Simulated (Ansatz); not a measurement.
# AlClH2O2 + H2: a complex and its separated parts

Aim: how far the complex at one end of a reaction step lies below its separated, relaxed parts, level by level.

Method: PBE0-D4/def2-TZVP structures, single points in def2-TZVPP, no counterpoise correction; program: Ansatz 0.2.0, Gaussian basis.

Levels: SPW92, PBE-D4, BLYP-D4, r2SCAN-D4, B97M-V, PBE0-D4, B3LYP-D4, r2SCAN0-D4, BHLYP-D4, CAM-B3LYP-D4, wB97X-V, wB97M-V, B2PLYP, PBE-QIDH, RPA on PBE, Hartree-Fock, MP2, CCSD, CCSD(T).

Cores are frozen in the correlated methods. B3LYP uses VWN-RPA correlation. B2PLYP carries no dispersion term here.

56 further runs of the same task are left out: 56 set aside as unsound or not needed.

## 1. The starting structure

The complex: 8 atoms, charge 0, spin multiplicity 1.

Atoms are counted from 1 here; the program's logs count them from 0.

Bond lengths: Al1–O3 1.688 Å, Al1–O4 1.688 Å, Al1–Cl6 2.081 Å, H2–H5 0.754 Å, O3–H7 0.955 Å, O4–H8 0.955 Å. Angles: O3–Al1–O4 125.7°, O3–Al1–Cl6 116.9°, O4–Al1–Cl6 116.9°, Al1–O3–H7 125.0°, Al1–O4–H8 125.0°.

Coordinates:

```tsv
atom	x (Å)	y (Å)	z (Å)
Al1	0.4672	0.4278	0.0635
H2	-0.1057	-1.8249	0.3442
O3	-0.0769	0.6776	-1.5145
O4	-0.4501	0.6347	1.4651
H5	-0.0020	-1.8197	-0.4024
Cl6	2.5066	0.0979	0.3137
H7	-0.9671	0.9252	-1.7541
H8	-1.3720	0.8815	1.4846
```

Its parts: AlClH2O2 holds atoms 1, 3, 4, 6, 7, 8; H2 holds atoms 2, 5. Each part counts its atoms afresh in its own runs.

## 2. Relaxing AlClH2O2 alone

relax-a/in.yaml

```yaml
crystal:
  periodic: [false, false, false]
  atoms:
    - {symbol: Al, position_ang: [0.467231, 0.427801, 0.063496]}
    - {symbol: O, position_ang: [-0.076895, 0.677586, -1.514468]}
    - {symbol: O, position_ang: [-0.450096, 0.634726, 1.465072]}
    - {symbol: Cl, position_ang: [2.506574, 0.097917, 0.313690]}
    - {symbol: H, position_ang: [-0.967099, 0.925217, -1.754080]}
    - {symbol: H, position_ang: [-1.372019, 0.881478, 1.484628]}
basis:
  gaussian: {orbitals: def2-TZVP}
hamiltonian: {xc: pbe0, dispersion: d4}
relax: {f_tol: 0.005, max_steps: 200}
```

On the command line:

```
$ ansatz run in.yaml --threads 4 --pin off --events-out ev --progress --plain --max-ram 9574MiB
```

The runs that follow: Relaxing H2 alone; SPW92/def2-TZVPP; PBE-D4/def2-TZVPP; BLYP-D4/def2-TZVPP; r2SCAN-D4/def2-TZVPP; B97M-V/def2-TZVPP; PBE0-D4/def2-TZVPP; B3LYP-D4/def2-TZVPP; r2SCAN0-D4/def2-TZVPP; BHLYP-D4/def2-TZVPP; CAM-B3LYP-D4/def2-TZVPP; wB97X-V/def2-TZVPP; wB97M-V/def2-TZVPP; B2PLYP/def2-TZVPP; PBE-QIDH/def2-TZVPP; RPA on PBE/def2-TZVPP; CCSD(T)/def2-TZVPP; Vibrations of AlClH2O2; Vibrations of H2.

What does the calculation give? Wanted: complex less parts, CCSD(T)/def2-TZVPP; with zero-point energy; largest T1 diagnostic.

**Answer**, as computed:

| quantity | value |
| --- | --- |
| complex less parts, CCSD(T)/def2-TZVPP | -6.0 kJ/mol |
| with zero-point energy | +2.1 kJ/mol |
| largest T1 diagnostic | 0.011 |

**Reading.** At CCSD(T) the complex lies 6.0 kJ/mol below its parts. Among the functionals B3LYP-D4 lands nearest to CCSD(T) (+0.2 kJ/mol) and SPW92 farthest (-15.8 kJ/mol). By rung, the mean size of the error is: LDA 15.8, GGA 3.1, meta-GGA 1.8, hybrid 2.6, range-separated hybrid 2.6, double hybrid 2.6 kJ/mol. PBE-D4 gives a relative energy 3.8 kJ/mol too low, an error of 63 % of the reference. No counterpoise was applied, and triple zeta lacks some correlation, so the CCSD(T) reference has a basis error of its own, and close matches with it are partly luck.
